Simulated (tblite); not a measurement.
# C6H16N2Si: the cost of one run

Computed with tblite 0.8.0 and PySCF 2.14.0, with density-fitted response routines of our own, on a single molecule in the gas phase. Atoms count from 0, in the outputs and in this text.

### 1 Starting geometry

25 atoms, charge 0, multiplicity 1; geometry from: force field or distance geometry start.

Bonds of the start (Å): C0–N1 1.43, N1–N2 1.35, N2–C3 1.43, C3–C4 1.53, C4–C5 1.52, N2–Si6 1.71, Si6–C7 1.89, Si6–C8 1.85, C5–C3 1.47, C0–H9 1.14, C0–H10 1.11, C0–H11 1.10, N1–H12 1.05, C3–H13 1.10, C4–H14 1.11, C4–H15 1.10, C5–H16 1.11, C5–H17 1.12, Si6–H18 1.50, C7–H19 1.09, C7–H20 1.12, C7–H21 1.10, C8–H22 1.11, C8–H23 1.12, C8–H24 1.09.

### 2 Optimising the geometry with GFN2-xTB

Job settings and geometry (Å):

```
{"job": {"kind": "relax", "xc": "GFN2-xTB", "basis": "xTB"}, "charge": 0, "multiplicity": 1}
C     -2.262700    -1.564200     0.535200
N     -1.303400    -0.694700     1.147700
N     -0.408400    -0.217600     0.251300
C     -0.858800     0.794000    -0.647700
C     -1.335600     2.047100     0.091300
C     -0.162200     2.072900    -0.872200
Si     1.169300    -0.860100     0.164900
C      2.346400     0.247900     1.137400
C      1.848600    -1.283000    -1.505900
H     -2.985100    -1.857500     1.361700
H     -1.801200    -2.472600     0.106700
H     -2.851000    -1.051500    -0.244100
H     -1.756700     0.011900     1.781700
H     -1.534700     0.459900    -1.454900
H     -2.295000     2.518600    -0.224700
H     -1.045800     2.099100     1.153500
H      0.820300     2.322800    -0.418800
H     -0.436700     2.609400    -1.812000
H      1.168400    -2.159100     0.910100
H      2.673600     1.093500     0.523500
H      3.198200    -0.375500     1.511200
H      1.780300     0.580800     2.022000
H      1.259300    -2.137100    -1.908200
H      2.873100    -1.720500    -1.398400
H      1.888900    -0.440300    -2.202400
```

Command:

```sh
$ OMP_NUM_THREADS=1 python probes_run.py task.json out
```

This one command runs all jobs of the session in turn.

**Question.** How long does this first job take on 1 thread of Arm Neoverse V1, shared host?

About 2.3 s.
